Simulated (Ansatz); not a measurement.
# LiAsH₂: one structure at several levels

The task here is to estimate one member of a computed series from the others.

The runs use Ansatz 0.2.0, Gaussian basis; single points in def2-TZVPP.

Correlated methods freeze the cores. Filled d shells of the heavier atoms are correlated. The outer core shell of Li, Na, Mg and K is correlated.

### The system as given

SMILES `[Li][AsH2]`, 4 atoms, charge 0, spin multiplicity 1.

Atoms are counted from 1 here; the program's logs count them from 0.

Bond lengths: Li1–As2 2.426 Å, As2–H3 1.488 Å, As2–H4 1.538 Å. Angles: Li1–As2–H3 76.3°, Li1–As2–H4 77.8°, H3–As2–H4 90.4°.

Geometry (Å):

```xyz
4

Li   -1.68980   -0.09570    0.37760
As    0.54600   -0.61030   -0.41140
H     0.32020    0.78450   -0.87770
H     0.81270   -0.10100    1.01510
```

The first run:

Input file run/in.yaml:

```yaml
crystal:
  periodic: [false, false, false]
  atoms:
    - {symbol: Li, position_ang: [-1.689800, -0.095700, 0.377600]}
    - {symbol: As, position_ang: [0.546000, -0.610300, -0.411400]}
    - {symbol: H, position_ang: [0.320200, 0.784500, -0.877700]}
    - {symbol: H, position_ang: [0.812700, -0.101000, 1.015100]}
basis:
  gaussian: {orbitals: def2-TZVPP}
correlation: {method: ccsd_t}
output: {forces: true}
```

No record of the launch command was kept for these runs.

Steps of the session up to this table: CCSD(T)/def2-TZVPP; PBE0-D4/def2-TZVPP; wB97M-V/def2-TZVPP; r2SCAN-D4/def2-TZVPP; PBE-D4/def2-TZVPP; CAM-B3LYP-D4/def2-TZVPP; HSE06-D4/def2-TZVPP.

One of the session's tables, all rows but one given; the rest of the session is left out.

| method | RMS force component (eV/Å) | angle to CCSD(T) forces (°) | dipole (D) |
| --- | --- | --- | --- |
| CCSD(T) | 0.354 | reference | 6.88 |
| PBE0-D4 | 0.389 | 4.8 | 6.64 |
| wB97M-V | 0.357 | 4.3 | 6.69 |
| r2SCAN-D4 | ? | ? | ? |
| PBE-D4 | 0.475 | 16.2 | 6.23 |
| CAM-B3LYP-D4 | 0.355 | 8.7 | 6.71 |
| HSE06-D4 | 0.390 | 4.9 | 6.63 |

**Question.** Estimate the row for r2SCAN-D4.

As computed: RMS force component (eV/Å): 0.371; angle to CCSD(T) forces (°): 4.0; dipole (D): 6.79. In the column «RMS force component (eV/Å)» it lies between wB97M-V (0.357) and PBE0-D4 (0.389).
